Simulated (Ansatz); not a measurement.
# CH5NOSn: small, medium and large basis sets

One table from this session's results is given with a row withheld; the runs are named, their logs left out.

Method: one geometry, several basis sets; program: Ansatz 0.2.0, Gaussian basis.

The runs, in order: PBE0-D4/def2-SVP; ωB97M-V/def2-SVP; PBE0-D4/def2-QZVPP; ωB97M-V/def2-QZVPP; the functionals' def2-TZVPP values are taken from earlier runs.

### Structure used throughout

The geometry comes from an earlier relaxation with PBE0-D4 in a triple-zeta def2 set; it is a stationary point, not always the lowest conformer. Sn takes the def2 core potential; no spin-orbit term is included.

SMILES `C[O][Sn][NH2]`, 9 atoms, charge 0, spin multiplicity 1.

Atoms are counted from 1 here; the program's logs count them from 0.

Bond lengths: C1–O2 1.397 Å, C1–H5 1.100 Å, C1–H6 1.095 Å, C1–H7 1.100 Å, O2–Sn3 1.984 Å, Sn3–N4 2.019 Å, N4–H8 1.009 Å, N4–H9 1.008 Å. Angles: O2–C1–H5 112.4°, O2–C1–H6 109.1°, O2–C1–H7 112.4°, H5–C1–H6 107.4°, H5–C1–H7 107.7°, H6–C1–H7 107.4°, C1–O2–Sn3 126.2°, O2–Sn3–N4 96.0°, Sn3–N4–H8 125.6°, Sn3–N4–H9 123.3°, H8–N4–H9 111.1°.

Set-up of the first run:

in.yaml reads:

```yaml
crystal:
  periodic: [false, false, false]
  atoms:
    - {symbol: C, position_ang: [0.312086, 1.250844, -0.463845]}
    - {symbol: O, position_ang: [1.272707, 0.692541, 0.383486]}
    - {symbol: Sn, position_ang: [1.184160, -1.094886, 1.240474]}
    - {symbol: N, position_ang: [-0.602869, -1.616946, 0.458399]}
    - {symbol: H, position_ang: [0.158165, 0.654344, -1.374613]}
    - {symbol: H, position_ang: [0.643907, 2.246988, -0.776035]}
    - {symbol: H, position_ang: [-0.664328, 1.367895, 0.028006]}
    - {symbol: H, position_ang: [-1.162323, -1.047408, -0.158304]}
    - {symbol: H, position_ang: [-1.053005, -2.499571, 0.645131]}
basis:
  gaussian: {orbitals: def2-SVP}
hamiltonian: {xc: pbe0, dispersion: d4}
output: {orbitals: {seedname: orbitals}}
```

Steps of the session up to this table: PBE0-D4 in def2-SVP; ωB97M-V in def2-SVP; PBE0-D4 in def2-QZVPP; ωB97M-V in def2-QZVPP.

One table of the session follows, with a row left open; its other results are not shown here.

It belongs to the step «Density functionals: the series». 

```
functional       basis  HOMO (eV)  LUMO (eV)
   PBE0-D4    def2-SVP          ?          ?
   PBE0-D4  def2-TZVPP      -7.22      -1.55
   PBE0-D4  def2-QZVPP      -7.27      -1.60
   ωB97M-V    def2-SVP      -9.25       0.45
   ωB97M-V  def2-TZVPP      -9.42       0.14
   ωB97M-V  def2-QZVPP      -9.47       0.03
```

**Question.** Estimate the row for PBE0-D4, def2-SVP.

The run gave: HOMO (eV): -7.01; LUMO (eV): -1.35. In the column «HOMO (eV)» it is the highest.
